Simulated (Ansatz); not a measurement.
# InF3: the cost of one run

Method: DFT r2SCAN, scalar-relativistic, plane waves, PAW, in Ansatz 0.2.0.

## 1. The structure to begin with

It takes space group R-3c (No. 167, trigonal). Conventional cell: a = 5.410 Å, b = 5.410 Å, c = 14.378 Å, α = 90.00°, β = 90.00°, γ = 120.00°. Around In (site symmetry -3) lie 6 F at 2.05 Å. F (site symmetry 2) is surrounded by 2 In at 2.05 Å.

As a file:

```
CELL_PARAMETERS angstrom
2.70515 1.56182 4.79250
-2.70515 1.56182 4.79250
0.00000 -3.12364 4.79250
ATOMIC_POSITIONS crystal
In 0.00000 0.00000 0.00000
In 0.50000 0.50000 0.50000
F 0.85840 0.64160 0.25000
F 0.25000 0.85840 0.64160
F 0.64160 0.25000 0.85840
F 0.14160 0.35840 0.75000
F 0.75000 0.14160 0.35840
F 0.35840 0.75000 0.14160
```

The structure comes from the Crystallography Open Database.

(A quick probe on a coarse mesh, which set the mesh and smearing, is not shown.)

## 3. Full relaxation

The input, input.yaml:

```yaml
crystal:
  lattice:
    - [2.70515, 1.5618190807, 4.7925]
    - [-2.70515, 1.5618190807, 4.7925]
    - [0.0, -3.1236381614, 4.7925]
  atoms:
    - { symbol: In, position: [0.0, 0.0, 0.0] }
    - { symbol: In, position: [0.5, 0.5, 0.5] }
    - { symbol: F, position: [0.8584, 0.6416, 0.25] }
    - { symbol: F, position: [0.25, 0.8584, 0.6416] }
    - { symbol: F, position: [0.6416, 0.25, 0.8584] }
    - { symbol: F, position: [0.1416, 0.3584, 0.75] }
    - { symbol: F, position: [0.75, 0.1416, 0.3584] }
    - { symbol: F, position: [0.3584, 0.75, 0.1416] }
basis:
  ecutwfc: 500
kpoints:
  mp_grid: { grid: [6, 6, 6] }
hamiltonian:
  xc: r2scan
scf:
  occupations: { method: gaussian, width: 0.02 }
output:
  forces: true
  stress: true
  eigenvalues: true
  write_density: true
  write_potential: true
  elf: true
  volumetric_format: npy
relax:
  adjacent_minimum: "off"
  f_tol: 0.005
  max_steps: 80
  cell: { stress_tol: 0.05 }
```

On the command line:

```sh
$ ansatz run input.yaml --threads 2 --pin off --max-ram 5120MiB --backend cpu --events-out ev --progress --plain --runs-dir out
```

What time and memory should one allow on 2 threads of Intel Xeon Platinum 8559C (Emerald Rapids), shared host?

About 55 s, with a peak of 0.95 GiB.
